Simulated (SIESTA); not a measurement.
**DyAgB4F16 in SIESTA: the effect of functional**

DyAgB4F16:

```
Dy Ag B F
1.0
     5.40539   -0.12478   -0.02960
     0.15132    6.87214    0.16225
     0.52959    1.25889    9.42097
Dy Ag B F
1 1 4 16
Direct
  0.51926 0.02752 0.47238
  0.00308 0.96247 0.98684
  0.98119 0.21513 0.31959
  0.55178 0.22688 0.79930
  0.47337 0.81347 0.22481
  0.99486 0.73882 0.66272
  0.19674 0.24063 0.39809
  0.91781 0.00730 0.35012
  0.01586 0.28058 0.17896
  0.77162 0.30239 0.38449
  0.47614 0.41013 0.81522
  0.80733 0.19785 0.81155
  0.42093 0.07423 0.88754
  0.50163 0.19842 0.64733
  0.25481 0.75420 0.17645
  0.46718 0.02640 0.22928
  0.49267 0.73816 0.37648
  0.68047 0.76644 0.14835
  0.00443 0.57478 0.60200
  0.19811 0.87672 0.59928
  0.00419 0.71679 0.80764
  0.76655 0.85071 0.62158
```

The cell was built by a generator and needn't be a form met in nature.

Alike in all runs:

- Program: SIESTA 5.4.2
- Task: band structure
- Basis: DZP (energy shift 0.003 Ry; two zetas on semicore shells)
- Grid cutoff: 800 Ry
- Energy shift: 0.003 Ry
- k mesh: 5 × 4 × 3
- Occupations: fermi-dirac, width 0.05 eV
- Spin: collinear spin, ferromagnetic start
- Starting moments: [5.0, 0.0, 0.0, 0.0, 0.0, 0.0, 0.0, 0.0, 0.0, 0.0, 0.0, 0.0, 0.0, 0.0, 0.0, 0.0, 0.0, 0.0, 0.0, 0.0, 0.0, 0.0] μB

One run gave: gap on the mesh 4.46 eV; pressure 2.4 GPa; largest force 0.74 eV/Å. Which functional did it use?
A. AM05
B. LDA
C. BLYP
D. PBEsol
E. RPBE

E.

```tsv
functional	potentials or basis	gap on the mesh (eV)	pressure (GPa)	largest force (eV/Å)
LDA	PseudoDojo 0.4 standard with PseudoDojo 3+ lanthanides (4f in the core) (PBE and LDA files)	4.08	-4.6	0.29
PBEsol	PseudoDojo 0.4 standard with PseudoDojo 3+ lanthanides (4f in the core) (PBE and PBEsol files)	4.27	-1.4	0.43
RPBE	PseudoDojo 0.4 standard with PseudoDojo 3+ lanthanides (4f in the core) (PBE files)	4.46	2.4	0.74
BLYP	PseudoDojo 0.4 standard with PseudoDojo 3+ lanthanides (4f in the core) (PBE files)	4.24	2.5	0.93
AM05	PseudoDojo 0.4 standard with PseudoDojo 3+ lanthanides (4f in the core) (PBEsol and PBE files)	4.39	-0.6	0.55
```

Caveats: the magnetic or orbital state may not be the lowest; the potentials were made for another functional, which shifts forces and pressure; short orbitals over semicore shells can move pressures by several GPa; spin-orbit coupling is left out, which moves the levels of the heavy elements; the 4f electrons are frozen in the core as for a trivalent ion, so they carry no moment and show no levels; the basis of atomic orbitals isn't converged, which shifts pressures, moduli and gaps.

Runs at the PBE level aren't shown here.
